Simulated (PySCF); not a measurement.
**C3H8BNS: electronic excitations and core binding energies**

What electronic excitations and core binding energies should C3H8BNS (`[BH3-][S@+](C)CC#N`) show?

Programs: PySCF 2.14.0, with density-fitted response routines of our own. Each step states its level of theory. These are calculated values for one molecule in the gas phase, unless marked as measured. Atoms count from 0, in the outputs and in this text.

## (1) The starting structure

14 atoms, charge 0, multiplicity 1; geometry from: GFN2-xTB.

Bonds of the start (Å): B0–S1 1.97, S1–C2 1.82, S1–C3 1.85, C3–C4 1.43, C4–N5 1.14, B0–H6 1.19, B0–H7 1.18, B0–H8 1.19, C2–H9 1.09, C2–H10 1.09, C2–H11 1.09, C3–H12 1.09, C3–H13 1.09.

## (2) Excited states and response: CAM-B3LYP/def2-SVPD

What the job is given:

```
{"job": {"kind": "uv", "xc": "CAM-B3LYP", "basis": "def2-SVPD", "nstates": 8, "ntriplets": 3}, "charge": 0, "multiplicity": 1}
B     -1.862070    -0.704361    -0.074928
S     -0.225641    -0.042696     0.795077
C     -0.043129     1.593934     0.026908
C      1.038090    -0.959445    -0.190820
C      2.341408    -0.391997    -0.016849
N      3.368351     0.091117     0.119704
H     -1.673046    -0.540614    -1.237320
H     -2.711723    -0.021186     0.388011
H     -1.924024    -1.839083     0.261045
H      0.971729     1.951775     0.173475
H     -0.292452     1.532674    -1.028346
H     -0.745216     2.251414     0.529944
H      1.016646    -1.987819     0.173028
H      0.740399    -0.934185    -1.241007
```

With the program's defaults for keys left out, this is: TDDFT CAM-B3LYP/def2-SVPD, vertical, gas phase, core orbitals frozen in the response.

On the command line:

```console
> OMP_NUM_THREADS=1 python probes_run.py task.json out
```

This one command runs all jobs of the session in turn.

**Question.** This job is followed by: delta-SCF UKS SCAN, pcX-2 on the ionised atom, pcseg-1 elsewhere, spin-free X2C. What will the session give for the following? lowest singlet (CAM-B3LYP/def2-SVPD); brightest single state of those computed; lowest triplet; surface potential, 1st and 99th percentile; C1s binding energies, SCAN/pcX-2; B1s binding energies, SCAN/pcX-2; S1s binding energies, SCAN/pcX-2; S2p binding energies, SCAN/pcX-2; N1s binding energies, SCAN/pcX-2.

The runs gave:

| quantity | value |
| --- | --- |
| lowest singlet (CAM-B3LYP/def2-SVPD) | 6.52 eV (190 nm), f = 0.009 |
| brightest single state of those computed | state 3, 7.32 eV, f = 0.059 |
| lowest triplet | 5.88 eV |
| surface potential, 1st and 99th percentile | -1.37 V and 1.79 V |
| C1s binding energies, SCAN/pcX-2 | C3 293.25, C4 292.94, C2 292.14 eV |
| B1s binding energies, SCAN/pcX-2 | B0 193.95 eV |
| S1s binding energies, SCAN/pcX-2 | S1 2479.18 eV |
| S2p binding energies, SCAN/pcX-2 | S1 171.73 eV |
| N1s binding energies, SCAN/pcX-2 | N5 405.67 eV |

In words: The first singlet state (HOMO→LUMO 0.60, HOMO−2→LUMO 0.32) lies at 6.52 eV and is weak; of the 8 states computed, the strongest absorption comes from state 3 at 7.32 eV. The lowest triplet lies 0.64 eV below the lowest singlet (triplets in Tamm-Dancoff, singlets in full TDDFT). The C1s levels kept as sound span 1.11 eV, from C2 (methyl carbon bonded to S) up to C3 (sp3 CH2 bonded to S, α to a nitrile).
